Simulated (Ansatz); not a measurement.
# CH₆SSeSi: one species, many methods

Aim: compute CH₆SSeSi with functionals from several rungs and with coupled cluster. The yardstick is the atomisation energy at the CCSD(T) limit.

Computed with Ansatz 0.2.0, Gaussian basis. Level: functionals in def2-TZVPP, the program's frozen cores in correlated methods.

Plan: PBE-D4, r2SCAN-D4, PBE0-D4, B3LYP-D4, ωB97X-V, ωB97M-V, B2PLYP; CCSD(T)/def2-TZVPP; MP2/def2-QZVPP; extrapolation to the limit.

## 1. Structure used throughout

An earlier PBE0-D4 in a triple-zeta def2 set relaxation fixed the geometry.

SMILES `S[SiH2]C[SeH]`, 10 atoms, charge 0, spin multiplicity 1.

Atoms are counted from 1 here; the program's logs count them from 0.

Bond lengths: S1–Si2 2.139 Å, S1–H5 1.344 Å, Si2–C3 1.873 Å, Si2–H6 1.481 Å, Si2–H7 1.486 Å, C3–Se4 1.961 Å, C3–H8 1.090 Å, C3–H9 1.090 Å, Se4–H10 1.469 Å. Angles: Si2–S1–H5 94.7°, S1–Si2–C3 111.9°, S1–Si2–H6 104.9°, S1–Si2–H7 110.6°, C3–Si2–H6 110.0°, C3–Si2–H7 109.0°, H6–Si2–H7 110.3°, Si2–C3–Se4 108.0°, Si2–C3–H8 112.2°, Si2–C3–H9 109.0°, Se4–C3–H8 109.7°, Se4–C3–H9 108.8°, H8–C3–H9 109.0°, C3–Se4–H10 95.8°.

## 2. PBE-D4 (GGA)

The input, in.yaml:

```yaml
crystal:
  periodic: [false, false, false]
  atoms:
    - {symbol: S, position_ang: [-1.195266, 2.366371, 0.376392]}
    - {symbol: Si, position_ang: [0.282631, 0.831534, 0.568028]}
    - {symbol: C, position_ang: [-0.229477, -0.745542, -0.302939]}
    - {symbol: Se, position_ang: [1.315514, -1.952110, -0.330625]}
    - {symbol: H, position_ang: [-0.998992, 2.543184, -0.941326]}
    - {symbol: H, position_ang: [0.396129, 0.591652, 2.025473]}
    - {symbol: H, position_ang: [1.585564, 1.287388, 0.018157]}
    - {symbol: H, position_ang: [-0.571760, -0.561978, -1.321469]}
    - {symbol: H, position_ang: [-1.034108, -1.216757, 0.261796]}
    - {symbol: H, position_ang: [0.532764, -3.194842, -0.350487]}
basis:
  gaussian: {orbitals: def2-TZVPP}
hamiltonian: {xc: pbe, dispersion: d4}
output: {forces: true, orbitals: {seedname: orbitals}}
```

Started as:

```sh
ansatz run in.yaml --threads 4 --pin off --events-out ev --progress --plain --max-ram 10444MiB
```

Further steps of the session: r2SCAN-D4 (meta-GGA); PBE0-D4 (hybrid); B3LYP-D4 (hybrid); ωB97X-V (range-separated); ωB97M-V (range-separated); B2PLYP (double hybrid); CCSD(T) in def2-TZVPP; MP2 in def2-QZVPP.

Q: Predict the results of all the runs planned. Wanted: atomisation energy, CCSD(T)/CBS; farthest; mean size of error, hybrid; mean size of error, range-separated; gap, smallest and largest; T1 diagnostic; triples share of the correlation energy.

The runs gave:

```
                               quantity                                                   value
        atomisation energy, CCSD(T)/CBS                                               32.636 eV
    functionals within 0.326 eV (1.0 %)  PBE-D4, r2SCAN-D4, PBE0-D4, B3LYP-D4, ωB97X-V, ωB97M-V
                               farthest                                      B2PLYP (-0.666 eV)
             mean size of error, hybrid                                                0.220 eV
    mean size of error, range-separated                                                0.076 eV
              gap, smallest and largest                    4.48 eV (PBE-D4), 10.89 eV (ωB97X-V)
                          T1 diagnostic                                                  0.0098
triples share of the correlation energy                                                   3.9 %
```

In words: PBE-D4 is off by +0.121 eV. Double hybrids carry the basis error of their MP2 part in triple zeta, and no dispersion term here, so their miss is partly the set-up's. The reference freezes the cores and leaves out relativity and excitations past (T), and its outer-core shells are covered unevenly, so misses under about 0.326 eV can't be ranked. All levels share the lack of spin-orbit coupling, which lowers the free heavy atoms and so the true binding. Hartree-Fock recovers 72 % of the binding; the rest is correlation. The gap grows from 4.5 to 10.9 eV across the functionals, mostly with the share of exact exchange. Correlated methods include outer-core shells of Se, which these sets cover unevenly.
